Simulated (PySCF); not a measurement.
# Ga2⁺: spin, charge, geometry and surroundings

One physical setting of the base script is moved in each run, with the edits that it forces.

The runs use PySCF 2.14.0; each script names its method and basis.

2 further runs of the same task are left out: 2 that didn't finish.

## Step 1: Starting geometry

Ga2⁺: 2 atoms, charge 1, spin multiplicity 2.

Bond lengths: Ga1–Ga2 2.635 Å.

## Step 2: The run that the others are compared with

File input.py:

```python
from pyscf import gto, scf, mp

mol = gto.M(
    atom='Ga 0 0 0; Ga 0 0 2.635',
    basis='ano-rcc-vdzp',
    charge=1,
    spin=1,
    verbose=4,
)
mf = scf.UHF(mol)
mf = mf.sfx2c1e()
mf.kernel()
mp.MP2(mf, frozen=18).kernel()
mf.dip_moment()
print('orbital energies (hartree):', [e[max(0, n-3):n+3].round(4) for e, n in zip(mf.mo_energy, mol.nelec)])
```

The run is started by

```console
$ OMP_NUM_THREADS=1 python input.py
```

The log of this run is left out.

In short: E(SCF) = -3884.167133 Eh, 9 cycles, E(MP2) − E(SCF) = -0.46115 Eh, ⟨S²⟩ = 0.751.

The bond length is a typed value, not an optimised one. The dipole of an ion depends on the origin.

## Step 3: Charge +2 (singlet)

Variant 1 changes charge: 1 → 2; spin (2S): 1 → 0.

File input.py:

```python
from pyscf import gto, scf, mp

mol = gto.M(
    atom='Ga 0 0 0; Ga 0 0 2.635',
    basis='ano-rcc-vdzp',
    charge=2,
    spin=0,
    verbose=4,
)
mf = scf.UHF(mol)
mf = mf.sfx2c1e()
mf.kernel()
mp.MP2(mf, frozen=18).kernel()
mf.dip_moment()
print('orbital energies (hartree):', [e[max(0, n-3):n+3].round(4) for e, n in zip(mf.mo_energy, mol.nelec)])
```

The run is started by

```console
$ OMP_NUM_THREADS=1 python input.py
```

## Step 4: Lengths in bohr

Variant 2 changes length unit: angstrom → bohr; bond length: 2.635 Å → 2.635 bohr.

input.py, as its differences from that of step 2:

```diff
@@ -7,2 +7,3 @@
     spin=1,
+    unit='bohr',
     verbose=4,
```

## Step 5: Charge +3

Variant 3 changes charge: 1 → 3.

input.py, as its differences from that of step 2:

```diff
@@ -5,3 +5,3 @@
     basis='ano-rcc-vdzp',
-    charge=1,
+    charge=3,
     spin=1,
```

## Step 6: Quartet

Variant 4 changes spin (2S): 1 → 3.

input.py, as its differences from that of step 2:

```diff
@@ -6,3 +6,3 @@
     charge=1,
-    spin=1,
+    spin=3,
     verbose=4,
```

## Step 7: Sextet

Variant 5 changes spin (2S): 1 → 5.

input.py, as its differences from that of step 2:

```diff
@@ -6,3 +6,3 @@
     charge=1,
-    spin=1,
+    spin=5,
     verbose=4,
```

**Question.** What will these runs give? Wanted: for each run, E(SCF); from base; gap, α spin; after the SCF.

**Answer**, as computed:

```tsv
run	E(SCF) (hartree)	from base (eV)	cycles	gap, α spin (eV)	after the SCF
base	-3884.167133	0	9	5.60	MP2 correlation -12.549 eV, core frozen
charge +2 (singlet)	-3883.763805	+10.9751	8	10.84	MP2 correlation -12.303 eV, core frozen
lengths in bohr (poor choice)	-3883.330764	not comparable	9	6.86	MP2 correlation -13.471 eV, core frozen
charge +3	-3882.972418	+32.5098	9	11.71	MP2 correlation -11.342 eV, core frozen
quartet	-3884.046320	+3.2875	9	5.32	MP2 correlation -12.296 eV, core frozen
sextet	-3883.911821	+6.9474	8	7.20	MP2 correlation -11.443 eV, core frozen
```

Of the runs whose energies can be compared, “sextet” moves the SCF energy most (+6.947 eV). At the SCF level, going to the singlet with one electron fewer costs 10.98 eV at fixed geometry. The quartet solution found lies 3.29 eV above the base doublet at this geometry and level. The sextet solution found lies 6.95 eV above the base doublet at this geometry and level. Rows marked «poor choice» come from settings spoiled on purpose.
